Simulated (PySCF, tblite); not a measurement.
**C3H11N2OSi radical: geometry, infrared bands and EPR parameters**

What infrared bands and EPR parameters should C3H11N2OSi radical (`CC(C)O[Si@H]([NH])N`) show?

Computed with tblite 0.8.0 and PySCF 2.14.0, with density-fitted response routines of our own, on a single molecule in the gas phase. Atoms count from 0, in the outputs and in this text.

## 1. Starting geometry

18 atoms, charge 0, multiplicity 2; geometry from: force field or distance geometry start.

Bonds of the start (Å): C0–C1 1.53, C1–C2 1.53, C1–O3 1.39, O3–Si4 1.70, Si4–N5 1.79, Si4–N6 1.78, C0–H7 1.11, C0–H8 1.12, C0–H9 1.12, C1–H10 1.12, C2–H11 1.12, C2–H12 1.13, C2–H13 1.10, Si4–H14 1.48, N5–H15 1.05, N6–H16 1.02, N6–H17 1.01.

## 2. Geometry optimisation with GFN2-xTB

Job settings and geometry (Å):

```
{"job": {"kind": "relax", "xc": "GFN2-xTB", "basis": "xTB"}, "charge": 0, "multiplicity": 2}
C      1.953600     0.791700    -0.810100
C      0.949400     0.126200     0.130900
C      1.607800    -1.099800     0.776200
O     -0.163400    -0.346400    -0.547800
Si    -1.642800     0.304300    -0.005100
N     -2.036800    -0.203800     1.669300
N     -2.934600    -0.378700    -1.024900
H      1.480200     0.942700    -1.808200
H      2.855200     0.140700    -0.896900
H      2.278300     1.785900    -0.405300
H      0.660300     0.864500     0.923200
H      1.861800    -1.862900    -0.002800
H      0.836600    -1.587300     1.441800
H      2.472900    -0.819200     1.394600
H     -1.607300     1.776700    -0.122600
H     -2.365800     0.589100     2.268100
H     -2.755800    -1.302400    -1.406300
H     -3.458300     0.284800    -1.585700
```

On the command line:

```bash
OMP_NUM_THREADS=1 python probes_run.py task.json out
```

This one command runs all jobs of the session in turn.

**Question.** This job is followed by: GFN2-xTB harmonic vibrations, gas phase; UKS B3LYP, pcH-1 on C H N O Si, non-relativistic, mean-field spin-orbit, GIAO. Predict these results of the whole session: strongest single infrared mode (GFN2-xTB); zero-point energy (GFN2-xTB); g(iso) (B3LYP); ⟨S²⟩; largest a(iso) (averaged by class); potential on the surface of density 0.002 e/bohr³, 1st and 99th percentile.

The runs gave:

| quantity | value |
| --- | --- |
| strongest single infrared mode (GFN2-xTB) | 556 cm⁻¹, 218 km/mol |
| zero-point energy (GFN2-xTB) | 89.9 kcal/mol |
| g(iso) (B3LYP) | 2.00564 |
| ⟨S²⟩ | 0.755 (exact 0.75) |
| largest a(iso) (averaged by class) | 1H on H15, -53.0 MHz |
| potential on the surface of density 0.002 e/bohr³, 1st and 99th percentile | -1.47 V and 1.68 V |

What this shows: Over 222 steps the energy fell by 0.859 eV; of the close pairs, Si4–N5 changed most, 1.794 to 1.691 Å. All 48 modes are real, so the xTB geometry is a minimum. The strongest single mode, at 556 cm⁻¹, moves mainly H16 and H17. GFN2-xTB is a fitted tight-binding method: band positions and strengths are rough. Its intensities can rank the bands wrongly. Most of the unpaired spin sits on N5 (0.91 e). The isotropic g lies 3.3 ppt above the free-electron value. These values are for one conformer; the search (at its own cheap level) found 2 more, at 0.30, 2.65 kcal/mol, and measured spectra average over such forms.
